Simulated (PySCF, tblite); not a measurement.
# C₂H₇F₂NSi₂: dynamics, then NMR shifts on frames, part 2 of 2

tblite 0.8.0 and PySCF 2.14.0. Atoms count from 0. Earlier steps stand in the parts before.

## 5. Nuclear shieldings: 625 fs, PBE0/pcSseg-1

Job settings and geometry (Å):

```
{"job": {"kind": "nmr", "xc": "PBE0", "basis": "pcSseg-1", "pop": false}, "charge": 0, "multiplicity": 1}
F      0.479800    -1.562700    -1.777100
C      0.087900    -1.604100    -0.372800
C     -1.206700    -0.865700    -0.111800
Si    -0.758600     1.013000    -0.103600
N      0.860400     0.846600     0.510300
Si     1.501100    -0.763400     0.669800
F      3.035000    -0.711300     0.211400
H      0.084400    -2.698800    -0.176200
H     -1.978100    -1.138700    -0.875100
H     -1.645300    -1.191900     0.819100
H     -1.547600     1.707100     0.908900
H     -0.850500     1.573200    -1.482100
H      1.397500     1.686900     0.631900
H      1.643100    -1.258400     2.022300
```

With the program's defaults for keys left out, this is: GIAO PBE0/pcSseg-1 NMR shielding, non-relativistic, gas phase.

The program printed:

```text
coarse grid: 13000 points
cycle   1  E = -913.1400761604  dE =  6.166e-01  |g| = 8.057e-01  |ddm| = 3.417e+00
cycle   2  E = -913.0040222414  dE =  1.361e-01  |g| = 1.228e+00  |ddm| = 1.487e+00
cycle   3  E = -913.2548943274  dE = -2.509e-01  |g| = 8.417e-02  |ddm| = 9.472e-01
cycle   4  E = -913.2559534841  dE = -1.059e-03  |g| = 4.688e-02  |ddm| = 9.710e-02
cycle   5  E = -913.2564534832  dE = -5.000e-04  |g| = 8.614e-03  |ddm| = 4.252e-02
cycle   6  E = -913.2564646076  dE = -1.112e-05  |g| = 3.716e-03  |ddm| = 9.202e-03
cycle   7  E = -913.2564671189  dE = -2.511e-06  |g| = 4.643e-04  |ddm| = 3.052e-03
final grid: 118072 points
cycle   8  E = -913.3058509162  dE = -2.790e-05  |g| = 7.695e-03  |ddm| = 1.791e-02
cycle   9  E = -913.3058350135  dE =  1.590e-05  |g| = 1.182e-02  |ddm| = 1.493e-02
cycle  10  E = -913.3058640617  dE = -2.905e-05  |g| = 9.021e-04  |ddm| = 8.738e-03
cycle  11  E = -913.3058641786  dE = -1.169e-07  |g| = 3.170e-04  |ddm| = 8.580e-04
cycle  12  E = -913.3058641947  dE = -1.605e-08  |g| = 4.169e-05  |ddm| = 2.206e-04
cycle  13  E = -913.3058641949  dE = -1.762e-10  |g| = 2.573e-05  |ddm| = 4.823e-05
converged SCF energy = -913.3058641949

GIAO shielding tensors (ppm)
atom      isotropic    diamagn.    paramagn.     s11        s22        s33       span
  0 F      398.913     475.351     -76.438    342.891    378.460    475.388    132.498
  1 C       89.784     249.148    -159.364     45.184     65.824    158.345    113.162
  2 C      170.089     253.386     -83.297    156.255    167.657    186.356     30.100
  3 Si     377.905     879.576    -501.672    350.425    356.597    426.692     76.267
  4 N      235.170     325.686     -90.516    201.261    229.960    274.287     73.026
  5 Si     355.108     876.985    -521.876    313.927    359.208    392.190     78.263
  6 F      335.822     466.807    -130.985    289.238    337.624    380.602     91.364
  7 H       26.031      28.261      -2.230     22.496     25.943     29.654      7.158
  8 H       29.269      28.925       0.344     25.293     26.478     36.037     10.744
  9 H       30.724      31.302      -0.579     26.677     27.374     38.121     11.443
 10 H       26.807      29.020      -2.213     23.188     24.317     32.916      9.728
 11 H       26.161      28.674      -2.513     23.098     23.496     31.889      8.791
 12 H       30.953      31.077      -0.125     22.725     27.354     42.779     20.054
 13 H       26.528      28.756      -2.228     22.654     24.342     32.588      9.934
```

Wall time 17 s (1 thread of Arm Neoverse V1, shared host); peak memory 0.8 GiB.

This run: δ C1 97.1, C2 16.8, F6 -164.9, F0 -228.0, H7 5.69, H11 5.56 ppm.

## 6. NMR shieldings: 800 fs, PBE0/pcSseg-1

Job settings and geometry (Å):

```
{"job": {"kind": "nmr", "xc": "PBE0", "basis": "pcSseg-1", "pop": false}, "charge": 0, "multiplicity": 1}
F      0.766800    -1.708300    -1.486400
C      0.262600    -1.679200    -0.184700
C     -1.067800    -0.950900    -0.147900
Si    -0.643100     0.957100    -0.051700
N      0.891100     0.888200     0.647300
Si     1.468800    -0.708100     0.855900
F      2.928500    -0.768800     0.279600
H      0.134400    -2.749200     0.188100
H     -1.762200    -1.174200    -0.971700
H     -1.520700    -1.290600     0.765200
H     -1.477600     1.679300     0.831100
H     -0.697100     1.464900    -1.391600
H      1.315900     1.821100     0.911400
H      1.384100    -0.971600     2.296600
```

With the program's defaults for keys left out, this is: GIAO PBE0/pcSseg-1 NMR shielding, non-relativistic, gas phase.

The program printed:

```text
coarse grid: 13000 points
cycle   1  E = -913.1392838658  dE =  8.431e-01  |g| = 7.847e-01  |ddm| = 3.455e+00
cycle   2  E = -913.0327262997  dE =  1.066e-01  |g| = 1.136e+00  |ddm| = 1.399e+00
cycle   3  E = -913.2478959591  dE = -2.152e-01  |g| = 7.241e-02  |ddm| = 8.814e-01
cycle   4  E = -913.2486482425  dE = -7.523e-04  |g| = 3.954e-02  |ddm| = 8.499e-02
cycle   5  E = -913.2490158926  dE = -3.677e-04  |g| = 6.715e-03  |ddm| = 3.754e-02
cycle   6  E = -913.2490235989  dE = -7.706e-06  |g| = 2.744e-03  |ddm| = 7.210e-03
final grid: 118072 points
cycle   7  E = -913.2977817380  dE = -2.329e-05  |g| = 1.047e-02  |ddm| = 2.018e-02
cycle   8  E = -913.2977556652  dE =  2.607e-05  |g| = 1.590e-02  |ddm| = 1.939e-02
cycle   9  E = -913.2978028897  dE = -4.722e-05  |g| = 7.187e-04  |ddm| = 1.136e-02
cycle  10  E = -913.2978029639  dE = -7.420e-08  |g| = 3.067e-04  |ddm| = 7.535e-04
cycle  11  E = -913.2978029785  dE = -1.454e-08  |g| = 5.067e-05  |ddm| = 2.165e-04
cycle  12  E = -913.2978029788  dE = -3.079e-10  |g| = 2.410e-05  |ddm| = 5.445e-05
converged SCF energy = -913.2978029788

GIAO shielding tensors (ppm)
atom      isotropic    diamagn.    paramagn.     s11        s22        s33       span
  0 F      415.833     474.515     -58.682    382.955    385.254    479.291     96.337
  1 C      101.337     249.632    -148.294     64.809     76.784    162.420     97.611
  2 C      169.900     254.962     -85.062    155.383    166.445    187.872     32.489
  3 Si     379.768     881.153    -501.385    337.725    360.401    441.177    103.452
  4 N      232.374     326.736     -94.362    196.568    226.627    273.927     77.359
  5 Si     359.689     878.364    -518.675    301.816    367.349    409.902    108.086
  6 F      345.050     465.284    -120.234    292.739    345.621    396.791    104.052
  7 H       26.028      27.659      -1.631     21.904     26.082     30.097      8.193
  8 H       29.655      30.155      -0.501     25.844     26.769     36.352     10.509
  9 H       31.108      32.263      -1.155     26.861     28.263     38.199     11.338
 10 H       27.439      30.526      -3.087     23.541     24.978     33.797     10.256
 11 H       26.936      30.370      -3.433     23.463     24.397     32.950      9.486
 12 H       29.142      28.741       0.401     21.396     26.107     39.922     18.526
 13 H       26.207      28.377      -2.170     22.311     23.786     32.525     10.214
```

Wall time 17 s (1 thread of Arm Neoverse V1, shared host); peak memory 0.8 GiB.

In short: δ C1 85.6, C2 17.0, F6 -174.1, F0 -244.9, H7 5.69, H13 5.51 ppm.

## 7. Nuclear shieldings: 1000 fs, PBE0/pcSseg-1

Job settings and geometry (Å):

```
{"job": {"kind": "nmr", "xc": "PBE0", "basis": "pcSseg-1", "pop": false}, "charge": 0, "multiplicity": 1}
F      0.617700    -1.702800    -1.334500
C      0.186300    -1.646000    -0.017000
C     -1.120500    -0.958800     0.096200
Si    -0.772800     0.907200     0.034200
N      0.853500     0.834200     0.684400
Si     1.612800    -0.651300     0.787000
F      2.961100    -0.747000    -0.047900
H      0.058200    -2.689000     0.290300
H     -1.737000    -1.283400    -0.706500
H     -1.593100    -1.276700     1.089700
H     -1.431900     1.648200     1.122100
H     -0.659300     1.473400    -1.285900
H      1.424300     1.650600     0.978800
H      1.793600    -1.007100     2.158400
```

Level: GIAO PBE0/pcSseg-1 NMR shielding, non-relativistic, gas phase.

The program printed:

```text
coarse grid: 13000 points
cycle   1  E = -913.1376790979  dE =  8.639e-01  |g| = 7.874e-01  |ddm| = 3.467e+00
cycle   2  E = -913.0349555058  dE =  1.027e-01  |g| = 1.124e+00  |ddm| = 1.437e+00
cycle   3  E = -913.2478968256  dE = -2.129e-01  |g| = 6.914e-02  |ddm| = 9.012e-01
cycle   4  E = -913.2485996438  dE = -7.028e-04  |g| = 3.686e-02  |ddm| = 8.476e-02
cycle   5  E = -913.2489212334  dE = -3.216e-04  |g| = 6.928e-03  |ddm| = 3.608e-02
cycle   6  E = -913.2489302902  dE = -9.057e-06  |g| = 2.677e-03  |ddm| = 7.434e-03
final grid: 118072 points
cycle   7  E = -913.2975648694  dE = -2.526e-05  |g| = 1.072e-02  |ddm| = 2.102e-02
cycle   8  E = -913.2975363662  dE =  2.850e-05  |g| = 1.637e-02  |ddm| = 1.983e-02
cycle   9  E = -913.2975875289  dE = -5.116e-05  |g| = 7.656e-04  |ddm| = 1.176e-02
cycle  10  E = -913.2975876121  dE = -8.325e-08  |g| = 3.178e-04  |ddm| = 7.858e-04
cycle  11  E = -913.2975876280  dE = -1.585e-08  |g| = 5.231e-05  |ddm| = 2.299e-04
cycle  12  E = -913.2975876283  dE = -2.865e-10  |g| = 2.711e-05  |ddm| = 5.473e-05
converged SCF energy = -913.2975876283

GIAO shielding tensors (ppm)
atom      isotropic    diamagn.    paramagn.     s11        s22        s33       span
  0 F      416.854     476.227     -59.374    366.476    391.439    492.646    126.169
  1 C      102.410     249.490    -147.080     66.004     80.754    160.473     94.469
  2 C      167.334     254.285     -86.951    153.685    164.348    183.969     30.285
  3 Si     369.804     879.692    -509.888    320.214    387.050    402.147     81.933
  4 N      228.279     325.538     -97.259    182.297    227.198    275.342     93.045
  5 Si     363.053     879.457    -516.404    311.559    366.348    411.252     99.693
  6 F      343.847     466.756    -122.909    283.372    346.801    401.368    117.995
  7 H       26.740      29.461      -2.721     22.149     27.297     30.774      8.625
  8 H       30.517      31.074      -0.557     26.729     28.134     36.689      9.960
  9 H       29.349      29.445      -0.096     24.903     26.390     36.754     11.851
 10 H       26.252      28.727      -2.475     22.255     24.110     32.391     10.136
 11 H       26.382      29.490      -3.108     22.657     23.955     32.534      9.877
 12 H       30.140      29.805       0.335     22.198     26.978     41.244     19.046
 13 H       26.749      29.378      -2.630     22.785     24.381     33.080     10.295
```

Run time: 17 s. Hardware: 1 thread of Arm Neoverse V1, shared host; peak memory 0.8 GiB.

Key values: δ C1 84.5, C2 19.6, F6 -172.9, F0 -245.9, H10 5.46, H11 5.33 ppm.

## 8. Run by run: NMR shifts

Shifts (ppm) of some atoms, chosen among heavy atoms and hydrogens apart, with basis size and wall time:

```csv
frame,C1,H12,H9,F6,F0,Si3,N4,functions,time
250 fs,89.0,0.44,0.23,-171.5,-249.6,-22.0,31.1,168,17 s
425 fs,85.5,0.72,1.39,-158.7,-224.7,-28.9,41.1,168,17 s
625 fs,97.1,0.76,0.99,-164.9,-228.0,-28.7,32.6,168,17 s
800 fs,85.6,2.58,0.61,-174.1,-244.9,-30.6,35.4,168,17 s
1000 fs,84.5,1.58,2.37,-172.9,-245.9,-20.6,39.4,168,17 s
```

## 9. Results

The summary covers parts 1 to 2.

| quantity | value |
| --- | --- |
| thermostat | 200 K |
| mean temperature, second half | 180 K |
| mean potential energy above the minimum | 0.33 eV |
| ¹³C shifts against TMS (PBE0/pcSseg-1, 250 fs) | 89.0, 16.0 ppm |
| ¹H shifts against TMS (PBE0/pcSseg-1, 250 fs) | 5.38, 5.26, 5.20, 5.07, 1.35, 0.44, 0.23 ppm |
| ¹⁹F shifts against CFCl3 (PBE0/pcSseg-1, 250 fs) | -171.5, -249.6 ppm |
| ²⁹Si shifts against TMS (PBE0/pcSseg-1, 250 fs) | -7.2, -22.0 ppm |
| ¹⁵N shifts against NH3 (PBE0/pcSseg-1, 250 fs) | 31.1 ppm |
| range of the shift of F0 | -249.6 to -224.7 ppm |

**Reading.** In the second half the potential energy averages 0.33 eV above the minimum; equipartition over 36 harmonic modes at 200 K would give 0.31 eV. With 14 atoms the temperature swings widely (90 to 239 K). Shifts at one fixed geometry are not the observed spectrum, which averages over the motion. Across the 5 runs the shift of F0 moves most, between -249.6 (250 fs) and -224.7 ppm (425 fs).
